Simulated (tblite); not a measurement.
# C4H9ClOSi: the cost of one run

The runs use tblite 0.8.0 and PySCF 2.14.0, with density-fitted response routines of our own; the level of theory stands in each step. All values are computed, except where a source is named. Atoms are numbered from 0 throughout.

## 1. The starting structure

16 atoms, charge 0, multiplicity 1; geometry from: force field or distance geometry start.

Bonds of the start (Å): C0–C1 1.32, C1–C2 1.50, C1–O3 1.39, O3–Si4 1.74, Si4–C5 1.89, C5–Cl6 1.78, C0–H7 1.06, C0–H8 1.08, C2–H9 1.12, C2–H10 1.12, C2–H11 1.10, Si4–H12 1.48, Si4–H13 1.45, C5–H14 1.10, C5–H15 1.11.

## 2. Geometry optimisation with GFN2-xTB

What the job is given:

```
{"job": {"kind": "relax", "xc": "GFN2-xTB", "basis": "xTB"}, "charge": 0, "multiplicity": 1}
C     -1.633700    -1.366600    -0.961300
C     -1.298100    -0.217500    -0.399300
C     -2.342100     0.458800     0.430100
O     -0.033300     0.345500    -0.525400
Si     1.366300    -0.152200     0.381600
C      2.752800     0.976500    -0.236800
Cl     4.273400     0.082500    -0.002900
H     -2.581900    -1.823600    -0.888000
H     -0.868100    -1.860100    -1.550000
H     -2.003400     1.484500     0.734600
H     -3.235100     0.630700    -0.225500
H     -2.569700    -0.156900     1.312800
H      1.633800    -1.564600     0.034300
H      1.239900    -0.006700     1.819900
H      2.586400     1.284400    -1.284900
H      2.705200     1.894500     0.390800
```

Command:

```console
> OMP_NUM_THREADS=1 python probes_run.py task.json out
```

One launch serves the whole session: the jobs run in the order shown.

**Question.** How long does this first job take on 1 thread of Arm Neoverse N1, shared host?

About 2.3 s.
